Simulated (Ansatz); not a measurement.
# HfF (sextet): from Hartree-Fock to the top rungs, def2-TZVPP

An exercise on one series of results from a longer session: the logs are not shown, and one member is left open.

Program: Ansatz 0.2.0, Gaussian basis. Level of theory: def2-TZVPP, core rule «outside noble gas», up to 5 orbitals frozen. These are calculated values, not measurements.

The runs, in order: UHF; ROHF; CCSD(T) on UHF.

### The system

The geometry is a PBE0/def2-TZVP stationary point (not a proven minimum) of the parent state, kept for this charge and spin. No spin-orbit coupling is included. Elements past krypton take def2 core potentials.

2 atoms, charge 0, spin multiplicity 6.

Atoms are counted from 1 here; the program's logs count them from 0.

Bond lengths: Hf1–F2 1.894 Å.

Set-up of the first run:

in.yaml

```yaml
crystal:
  periodic: [false, false, false]
  atoms:
    - {symbol: Hf, position_ang: [0.000000, 0.000000, 0.000000]}
    - {symbol: F, position_ang: [0.000000, 0.000000, 1.893800]}
basis:
  gaussian: {orbitals: def2-TZVPP}
magnetization: {spin_polarized: true, initial_magnetization: 5}
hamiltonian: {xc: hf}
output: {orbitals: {seedname: orbitals}}
```

Launch:

```console
> ansatz run in.yaml --threads 1 --pin off --events-out ev --progress --plain --max-ram 3968MiB --backend cpu
```

Among the steps run: UHF; ROHF; CCSD(T) on UHF.

One table of the session follows, with a row left open; its other results are not shown here.

It belongs to the step «Misses and costs». 

```
  method  from UCCSD(T) (meV)
    ROHF              +7308.9
     UHF              +7076.7
    UMP2               +781.6
   UCCSD                    ?
UCCSD(T)                    0
```

**Question.** Estimate the row for UCCSD.

As computed: from UCCSD(T) (meV): +162.8. In the column «from UCCSD(T) (meV)» it lies between UCCSD(T) (0) and UMP2 (+781.6).

Caveats from the session: Warnings: coupled cluster took another determinant than the lowest.
